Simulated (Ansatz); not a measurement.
# CHNSe (SMILES N#C[SeH]): functionals against CCSD(T) at one geometry

How do the functionals fare away from a minimum? The structure is a structure displaced at random from a GFN2-xTB minimum.

Computed with Ansatz 0.2.0, Gaussian basis. Level: single points in def2-TZVPP.

Correlated methods freeze the cores. Filled d shells of the heavier atoms are correlated.

## (1) The system as given

SMILES `N#C[SeH]`, 4 atoms, charge 0, spin multiplicity 1.

Atoms are counted from 1 here; the program's logs count them from 0.

Bond lengths: N1–C2 1.269 Å, C2–Se3 1.870 Å, Se3–H4 1.582 Å. Angles: N1–C2–Se3 171.7°, C2–Se3–H4 90.2°.

As a file:

```xyz
4

N     1.0221   -0.3212    1.5993
C     0.4460   -0.2453    0.4707
Se   -0.4310   -0.4011   -1.1741
H    -1.1577    0.9810   -0.9224
```

## (2) CCSD(T)/def2-TZVPP

run/in.yaml reads:

```yaml
crystal:
  periodic: [false, false, false]
  atoms:
    - {symbol: N, position_ang: [1.022100, -0.321200, 1.599300]}
    - {symbol: C, position_ang: [0.446000, -0.245300, 0.470700]}
    - {symbol: Se, position_ang: [-0.431000, -0.401100, -1.174100]}
    - {symbol: H, position_ang: [-1.157700, 0.981000, -0.922400]}
basis:
  gaussian: {orbitals: def2-TZVPP}
correlation: {method: ccsd_t}
output: {forces: true}
```

No record of the launch command was kept for these runs.

## (3) PBE0-D4/def2-TZVPP

run/in.yaml: that of step 2 with these lines changed.

```diff
@@ -9,3 +9,3 @@
   gaussian: {orbitals: def2-TZVPP}
-correlation: {method: ccsd_t}
-output: {forces: true}
+hamiltonian: {xc: pbe0, dispersion: d4}
+output: {forces: true, orbitals: {seedname: orbitals}}
```

## (4) wB97M-V/def2-TZVPP

run/in.yaml: that of step 3 with these lines changed.

```diff
@@ -9,3 +9,3 @@
   gaussian: {orbitals: def2-TZVPP}
-hamiltonian: {xc: pbe0, dispersion: d4}
-output: {forces: true, orbitals: {seedname: orbitals}}
+hamiltonian: {xc: {name: wB97M-V}}
+output: {forces: true}
```

## (5) r2SCAN-D4/def2-TZVPP

run/in.yaml: that of step 4 with these lines changed.

```diff
@@ -9,3 +9,3 @@
   gaussian: {orbitals: def2-TZVPP}
-hamiltonian: {xc: {name: wB97M-V}}
+hamiltonian: {xc: r2scan, dispersion: d4}
 output: {forces: true}
```

## (6) PBE-D4/def2-TZVPP

run/in.yaml: that of step 5 with these lines changed.

```diff
@@ -9,3 +9,3 @@
   gaussian: {orbitals: def2-TZVPP}
-hamiltonian: {xc: r2scan, dispersion: d4}
+hamiltonian: {xc: pbe, dispersion: d4}
 output: {forces: true}
```

## (7) BHLYP-D4/def2-TZVPP

run/in.yaml: that of step 6 with these lines changed.

```diff
@@ -9,3 +9,3 @@
   gaussian: {orbitals: def2-TZVPP}
-hamiltonian: {xc: pbe, dispersion: d4}
+hamiltonian: {xc: {name: BHLYP}, dispersion: d4}
 output: {forces: true}
```

## (8) B97M-V/def2-TZVPP

run/in.yaml: that of step 7 with these lines changed.

```diff
@@ -9,3 +9,3 @@
   gaussian: {orbitals: def2-TZVPP}
-hamiltonian: {xc: {name: BHLYP}, dispersion: d4}
+hamiltonian: {xc: {name: B97M-V}}
 output: {forces: true}
```

(Steps that only read results are left out.)

Before running it: what results should come out? Wanted: energy less free atoms, CCSD(T)/def2-TZVPP; RMS force component; RMS force error; HOMO and LUMO, PBE0-D4; T1 diagnostic.

**Answer**, as computed:

```
                                  quantity                                                                                           value
energy less free atoms, CCSD(T)/def2-TZVPP                                                                                  -1366.8 kJ/mol
                       RMS force component                                                            3.175 to 4.578 eV/Å over the methods
                           RMS force error  PBE0-D4 0.613, wB97M-V 0.829, r2SCAN-D4 0.304, PBE-D4 0.188, BHLYP-D4 1.308, B97M-V 0.501 eV/Å
                    HOMO and LUMO, PBE0-D4                                                                              -7.86 and -1.91 eV
                             T1 diagnostic                                                                                           0.015
```

In words: Against CCSD(T) the functionals' energies less atoms differ by -147.4 to +85.5 kJ/mol, PBE-D4 by -147.4 kJ/mol. CCSD(T) in triple zeta still lacks some correlation energy of the bonds, so part of these gaps is its own basis error and they don't rank the functionals. For forces PBE-D4 does best and BHLYP-D4 worst. Frozen-core CCSD(T) forces in triple zeta carry basis errors of their own, and this is one geometry, so small gaps rank nothing. The restricted Hartree–Fock reference is unstable towards an unrestricted one at one or more of these structures.
